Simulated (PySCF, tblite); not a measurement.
# C6H10B radical: geometry, infrared bands and EPR parameters

Aim: predict the infrared bands and EPR parameters of C6H10B radical (`C[C]1C=C(C)BC1`).

The runs use tblite 0.8.0 and PySCF 2.14.0, with density-fitted response routines of our own; the level of theory stands in each step. All values are computed, except where a source is named. Atoms count from 0, in the outputs and in this text.

## Step 1: Starting geometry

17 atoms, charge 0, multiplicity 2; geometry from: force field or distance geometry start.

Bonds of the start (Å): C0–C1 1.52, C1–C2 1.51, C2–C3 1.34, C3–C4 1.51, C3–B5 1.57, B5–C6 1.58, C6–C1 1.52, C0–H7 1.12, C0–H8 1.11, C0–H9 1.10, C2–H10 1.09, C4–H11 1.11, C4–H12 1.09, C4–H13 1.12, B5–H14 1.16, C6–H15 1.10, C6–H16 1.09.

## Step 2: Relaxing the molecule with GFN2-xTB

The job: settings as JSON, then the geometry in Å.

```
{"job": {"kind": "relax", "xc": "GFN2-xTB", "basis": "xTB"}, "charge": 0, "multiplicity": 2}
C     -1.917000    -1.014400     0.287200
C     -1.129400     0.162900     0.838900
C      0.311600    -0.207300     1.082500
C      1.046100     0.098500     0.008100
C      2.532100    -0.155600    -0.059500
B      0.123400     0.718300    -1.100300
C     -1.148800     1.190100    -0.287000
H     -1.566000    -1.237800    -0.748500
H     -2.959200    -0.643000     0.160600
H     -1.928400    -1.891100     0.948500
H      0.628100    -0.654700     2.025500
H      3.115800     0.744900     0.228000
H      2.781300    -1.025800     0.554300
H      2.728400    -0.341800    -1.150900
H      0.493000     1.049100    -2.152200
H     -1.042100     2.172100     0.204900
H     -2.075700     1.047700    -0.850000
```

The run is started by

```
OMP_NUM_THREADS=1 python probes_run.py task.json out
```

One launch serves the whole session: the jobs run in the order shown.

The program printed:

```text
step      E/eV     max force
  0    -518.32955    2.666
  1    -518.60398    1.554
  2    -518.78220    0.965
  3    -518.86219    0.737
  4    -518.92622    0.531
  5    -518.98344    0.511
  6    -519.02571    0.471
  7    -519.06517    0.434
  8    -519.11483    0.610
  9    -519.17718    0.728
 10    -519.24864    0.630
 11    -519.32215    0.559
 12    -519.38809    0.615
 13    -519.44583    0.525
 14    -519.50145    0.625
 15    -519.55494    0.609
 16    -519.60971    0.599
 17    -519.66242    0.572
 18    -519.70812    0.560
 19    -519.75545    0.484
 20    -519.80029    0.584
 21    -519.84313    0.679
 22    -519.88950    0.615
 23    -519.94524    0.467
 24    -519.96929    0.414
 25    -519.99882    0.355
 26    -520.01817    0.311
 27    -520.04331    0.331
 28    -520.05771    0.504
 29    -520.07945    0.392
 30    -520.09307    0.312
 31    -520.10752    0.159
 32    -520.11172    0.140
 33    -520.11472    0.132
 34    -520.11755    0.123
 35    -520.12108    0.112
 36    -520.12380    0.099
 37    -520.12587    0.107
 38    -520.12789    0.113
 39    -520.13034    0.107
 40    -520.13289    0.109
 41    -520.13518    0.113
 42    -520.13717    0.111
 43    -520.13894    0.118
 44    -520.14056    0.094
 45    -520.14190    0.077
 46    -520.14299    0.076
 47    -520.14399    0.081
 48    -520.14489    0.060
 49    -520.14556    0.047
 50    -520.14604    0.054
 51    -520.14654    0.061
 52    -520.14723    0.074
 53    -520.14810    0.068
 54    -520.14898    0.064
 55    -520.14976    0.065
 56    -520.15047    0.077
 57    -520.15120    0.080
 58    -520.15198    0.090
 59    -520.15274    0.057
 60    -520.15334    0.043
 61    -520.15374    0.040
 62    -520.15401    0.032
 63    -520.15426    0.032
 64    -520.15451    0.036
 65    -520.15474    0.037
 66    -520.15495    0.035
 67    -520.15514    0.028
 68    -520.15536    0.031
 69    -520.15559    0.033
 70    -520.15579    0.028
 71    -520.15594    0.029
 72    -520.15607    0.030
 73    -520.15618    0.025
 74    -520.15627    0.020
 75    -520.15635    0.023
 76    -520.15643    0.025
 77    -520.15653    0.023
 78    -520.15662    0.018
 79    -520.15668    0.018
 80    -520.15673    0.014
 81    -520.15678    0.015
 82    -520.15682    0.016
 83    -520.15688    0.018
 84    -520.15693    0.019
 85    -520.15700    0.020
 86    -520.15709    0.026
 87    -520.15722    0.032
 88    -520.15739    0.035
 89    -520.15762    0.043
 90    -520.15795    0.046
 91    -520.15838    0.054
 92    -520.15893    0.059
 93    -520.15960    0.057
 94    -520.16039    0.081
 95    -520.16040    0.150
 96    -520.15494    0.374
 97    -520.16160    0.042
 98    -520.16193    0.033
 99    -520.16248    0.048
100    -520.16259    0.029
101    -520.16286    0.018
102    -520.16302    0.017
103    -520.16310    0.020
104    -520.16316    0.019
105    -520.16322    0.017
106    -520.16327    0.014
107    -520.16331    0.013
108    -520.16333    0.010
109    -520.16335    0.012
110    -520.16337    0.009
```

Wall time 0.64 s (1 thread of Arm Neoverse V1, shared host).

Relaxation path: (not every step is listed)

```tsv
step	energy from step 0 (eV)	largest force (eV/Å)
0	0.0000	2.6663
1	-0.2744	1.5536
2	-0.4526	0.9655
3	-0.5326	0.7370
4	-0.5967	0.5313
5	-0.6539	0.5108
6	-0.6962	0.4710
7	-0.7356	0.4336
8	-0.7853	0.6103
17	-1.3329	0.5719
26	-1.6886	0.3115
35	-1.7915	0.1117
44	-1.8110	0.0942
53	-1.8185	0.0675
62	-1.8245	0.0318
71	-1.8264	0.0293
80	-1.8272	0.0142
89	-1.8281	0.0433
98	-1.8324	0.0327
105	-1.8337	0.0173
106	-1.8337	0.0142
107	-1.8338	0.0131
108	-1.8338	0.0099
109	-1.8338	0.0124
110	-1.8338	0.0093
```

Distances of close pairs at the start and the end, largest changes first:

```tsv
bond	before (Å)	after (Å)	change (Å)
C1–C2	1.508	1.370	-0.138
C2–C3	1.337	1.407	+0.070
C3–B5	1.570	1.524	-0.045
C0–C1	1.520	1.484	-0.036
C4–H13	1.124	1.092	-0.033
C1–C6	1.524	1.498	-0.027
C0–H7	1.116	1.092	-0.024
C0–H8	1.114	1.092	-0.022
```

The end geometry stands in the next job.

## Step 3: Harmonic vibrations with GFN2-xTB

The job: settings as JSON, then the geometry in Å.

```
{"job": {"kind": "ir", "xc": "GFN2-xTB", "basis": "xTB"}, "charge": 0, "multiplicity": 2}
C     -2.236280    -0.952817     0.726488
C     -1.017112    -0.277554     0.217455
C      0.278979    -0.626293     0.489710
C      1.219810     0.202051    -0.148929
C      2.686359    -0.007277     0.008446
B      0.459398     1.245875    -0.958774
C     -1.079042     0.908014    -0.695325
H     -2.827922    -1.343655    -0.103874
H     -2.869947    -0.244758     1.263980
H     -1.984676    -1.774912     1.393270
H      0.549139    -1.453262     1.131677
H      3.165840     0.911838     0.347725
H      2.912438    -0.804378     0.715748
H      3.134379    -0.259681    -0.954535
H      0.881818     2.107043    -1.624680
H     -1.635647     1.720607    -0.220537
H     -1.644532     0.661188    -1.597756
```

The program printed:

```text
mode    cm-1     km/mol
  1      38.8      1.33
  2      86.6      0.70
  3     140.2      4.93
  4     168.2      1.06
  5     251.9      1.03
  6     368.7      3.78
  7     377.4      0.57
  8     423.2      2.07
  9     554.6      0.16
 10     573.0      5.95
 11     586.2      1.94
 12     771.6    102.34
 13     834.1      0.71
 14     869.8      0.22
 15     877.9      5.92
 16     916.6      1.16
 17     974.2     23.89
 18     982.8     11.72
 19     994.0      1.37
 20    1009.1     12.29
 21    1058.4     58.23
 22    1080.8      0.12
 23    1154.5      7.87
 24    1202.5     31.88
 25    1288.9     66.56
 26    1312.5      2.54
 27    1392.2     46.05
 28    1393.4      0.87
 29    1399.2     15.30
 30    1426.7     35.15
 31    1466.7     41.31
 32    1467.9      4.54
 33    1469.0      5.23
 34    1487.2      5.52
 35    1530.0     65.92
 36    2661.1    187.49
 37    2939.9     32.56
 38    2966.6     24.06
 39    2969.7     34.77
 40    2972.0     29.59
 41    2988.0     43.14
 42    2995.4     25.58
 43    3010.4     35.88
 44    3032.1     25.61
 45    3061.5     68.71
```

Wall time 0.48 s (1 thread of Arm Neoverse V1, shared host).

The strongest bands and the atoms that carry them (share of the mass-weighted mode):

```tsv
cm⁻¹	km/mol	atoms
772	102.3	B5 29 %, C6 21 %, H14 19 %, H15 11 %
1058	58.2	B5 35 %, H14 20 %, H12 11 %
1289	66.6	C1 29 %, C3 24 %, C6 14 %
1392	46.0	H7 18 %, C3 18 %, H8 18 %, C0 12 %
1530	65.9	C1 48 %, C2 25 %
2661	187.5	H14 91 %
2988	43.1	H8 54 %, H7 39 %
3062	68.7	H10 92 %
```

## Step 4: EPR parameters: B3LYP/pcH-1

Settings changed since step 3:

```diff
@@ -1,2 +1,2 @@
-{"job": {"kind": "ir", "xc": "GFN2-xTB", "basis": "xTB"}, "charge": 0, "multiplicity": 2}
+{"job": {"kind": "epr", "basis": "pcH-1"}, "charge": 0, "multiplicity": 2}
 C     -2.236280    -0.952817     0.726488
```

Level: UKS B3LYP, pcH-1 on B C H, non-relativistic, mean-field spin-orbit, GIAO.

The program printed:

```text
UKS, coarse grid
  cycle   1  E = -259.42020796  |g| = 3.65e-01
  cycle   2  E = -259.39806601  |g| = 4.23e-01
  cycle   3  E = -259.49387215  |g| = 7.05e-02
  cycle   4  E = -259.49571050  |g| = 4.24e-02
  cycle   5  E = -259.49668090  |g| = 8.83e-03
  cycle   6  E = -259.49674319  |g| = 4.78e-03
  cycle   7  E = -259.49676920  |g| = 1.45e-03
  cycle   8  E = -259.49677333  |g| = 7.05e-04
UKS, final grid
  cycle   1  E = -259.49677607  |g| = 8.15e-04
  cycle   2  E = -259.49677592  |g| = 1.04e-03
  cycle   3  E = -259.49677642  |g| = 7.59e-05
  cycle   4  E = -259.49677643  |g| = 5.45e-05
  cycle   5  E = -259.49677643  |g| = 3.02e-05
  cycle   6  E = -259.49677643  |g| = 5.61e-06
E = -259.49677643 Eh   <S^2> = 0.7650 (exact 0.7500)
g shifts (ppm)      1          2          3
  rmc          -125       -125       -125
  gc             -2         29         19
  oz_so          -9        277        732
  total        -136        181        626
hyperfine (MHz)  atom isotope    a_iso     a_fc   dipolar eigenvalues
    0   13C     -18.14     -18.14     -1.41      0.60      0.81
    1   13C      43.91      43.91    -41.39    -40.00     81.38
    2   13C     -33.19     -33.19    -16.38      7.46      8.91
    3   13C      27.53      27.53    -37.27    -35.83     73.10
    4   13C     -15.36     -15.36     -2.02      0.42      1.60
    5   11B       1.50       1.50    -12.83     -9.81     22.64
    6   13C     -15.77     -15.77     -0.60     -0.36      0.96
    7    1H      62.46      62.46     -3.05     -2.13      5.17
    8    1H      58.38      58.38     -2.98     -2.16      5.14
    9    1H       1.48       1.48     -2.73     -2.20      4.92
   10    1H       5.51       5.51     -3.95      0.33      3.62
   11    1H      51.92      51.92     -3.47     -1.92      5.40
   12    1H       0.68       0.68     -2.40     -2.03      4.43
   13    1H      62.15      62.15     -3.59     -1.81      5.40
   14    1H     -14.94     -14.94     -7.36     -1.42      8.78
   15    1H       3.61       3.61     -4.15     -0.46      4.61
   16    1H       3.56       3.56     -4.14     -0.47      4.61
```

It took 77 s on 1 thread of Arm Neoverse V1, shared host; peak memory 1.1 GiB.

Principal g values 2.00218, 2.00250, 2.00295; g(iso) = 2.00254, against 2.00232 for a free electron.

Mean a(iso) over the nuclei that a row names, and the largest dipolar term of the row (other rows stand at the frozen geometry):

```tsv
nuclei	isotope	a(iso) (MHz)	a(iso) (G, at g = 2.0023)	largest dipolar term (MHz)
C1	13C	43.9	15.7	81.4
H7, H8, H9	1H	40.8	14.5	5.2
H11, H12, H13	1H	38.2	13.6	5.4
C2	13C	-33.2	-11.8	-16.4
C3	13C	27.5	9.8	73.1
C0	13C	-18.1	-6.5	-1.4
C6	13C	-15.8	-5.6	1.0
C4	13C	-15.4	-5.5	-2.0
H14	1H	-14.9	-5.3	8.8
H10	1H	5.5	2.0	-4.0
H15, H16	1H	3.6	1.3	4.6
B5	11B	1.5	0.5	22.6
```

Mulliken spin populations:

C0 -0.04; C1 0.49; C2 -0.17; C3 0.49; C4 -0.04; B5 0.23; C6 -0.04; H7 0.03; H8 0.02; H9 0.00; H10 0.00; H11 0.02; H12 0.00; H13 0.02; H14 -0.01; H15 0.00; H16 0.00

In first order the couplings over 0.8 MHz of 1H, 11B give 764 distinct lines over 96.0 G, if the averaged nuclei exchange fast.

Orbitals, density, ELF and potential are computed afterwards from the orbital file.

ELF in a plane through or near 11 of the atoms.

Ten even steps from '0' (0.00) to '9' (1.00):
```
0000000000000000000000000000
0000000000000000000000000000
0000000003430000000000000000
0000000289995000000000000000
0000000799997100010000000000
0000000699997332331000000000
0000000058942795464100000000
0000000003436891254100000000
0000011004895456762000000000
0000146457225115255343100000
0000156149228566748466300000
0000134136475938577825200000
0000038995038884127985100000
0000069996059996029997200000
0000059993059997029999200000
0000015850029993007995000000
0000000000001210000000000000
0000000000000000000000000000
0000000000000000000000000000
0000000000000000000000000000
```
The map spans 11.6 Å across and 10.1 Å up, centred on the molecule. Atoms in the plane (x, y in Å): C0 (2.4, -0.7), C1 (1.1, -0.1), C2 (-0.1, -0.8), C3 (-1.2, 0.0), C4 (-2.6, -0.5), B5 (-0.8, 1.4), C6 (0.8, 1.3), H9 (2.4, -1.8), H10 (-0.2, -1.9), H12 (-2.6, -1.6), H14 (-1.4, 2.4).

log10 of the density (e/Å³) in the same plane.

Ten even steps from ' ' (-4.0) to '@' (1.7):
```
                                                        
                ............                            
              ..::::::::::::........                    
            ..::--========----::::::::....              
          ..::--==++****++==========----::..            
          ..::--==**####**++++++++++==--::..            
        ....::--==++**####****####**++==--::..          
      ..::::----==++**%%%%####%%%%**++==--::::..        
    ..::--======++****##******####**++======--::..      
    ::--==++******##%%%%******######****++++==--::..    
  ..::--==**########%%%%########@@########**++==::..    
    ::--==++**%%##******##@@%%##****##@@##**++==::..    
    ..::==++**####++++++**####**++++**####**==--::..    
    ..::--==++****++==++**####++==++**##**++==--::      
      ..::--==++====--==++**++======++++++==--::..      
        ..::--------::--======------======--::..        
          ............::::::::::....::::::....          
                                                        
                                                        
                                                        
```
The map spans 11.6 Å across and 10.1 Å up, centred on the molecule. Atoms in the plane (x, y in Å): C0 (2.4, -0.7), C1 (1.1, -0.1), C2 (-0.1, -0.8), C3 (-1.2, 0.0), C4 (-2.6, -0.5), B5 (-0.8, 1.4), C6 (0.8, 1.3), H9 (2.4, -1.8), H10 (-0.2, -1.9), H12 (-2.6, -1.6), H14 (-1.4, 2.4).

On the surface of density 0.002 e/bohr³ the electrostatic potential runs, from the 1st to the 99th percentile, from -0.50 to 0.76 V.

The spin density lies nearest to C1, C3 about 30 % each; B5 15 %; C2 7 % (beta excess).

## Step 5: What came out

| quantity | value |
| --- | --- |
| strongest single infrared mode (GFN2-xTB) | 2661 cm⁻¹, 187 km/mol |
| zero-point energy (GFN2-xTB) | 88.0 kcal/mol |
| g(iso) (B3LYP) | 2.00254 |
| ⟨S²⟩ | 0.765 (exact 0.75) |
| largest a(iso) (averaged by class) | 13C on C1, 43.9 MHz |
| surface potential, 1st and 99th percentile | -0.50 V and 0.76 V |

In words: The optimisation took 110 steps and gained 1.834 eV; among the close pairs (by a distance rule), C1–C2 changed most, from 1.508 to 1.370 Å. All 45 modes are real, so the xTB geometry is a minimum. The strongest single mode, at 2661 cm⁻¹, moves mainly H14. Unscaled tight-binding wavenumbers are off by several per cent, some by more. Its intensities can rank the bands wrongly. The largest spin populations lie on C1 (0.49 e), C3 (0.49 e). The isotropic g lies 0.2 ppt above the free-electron value.
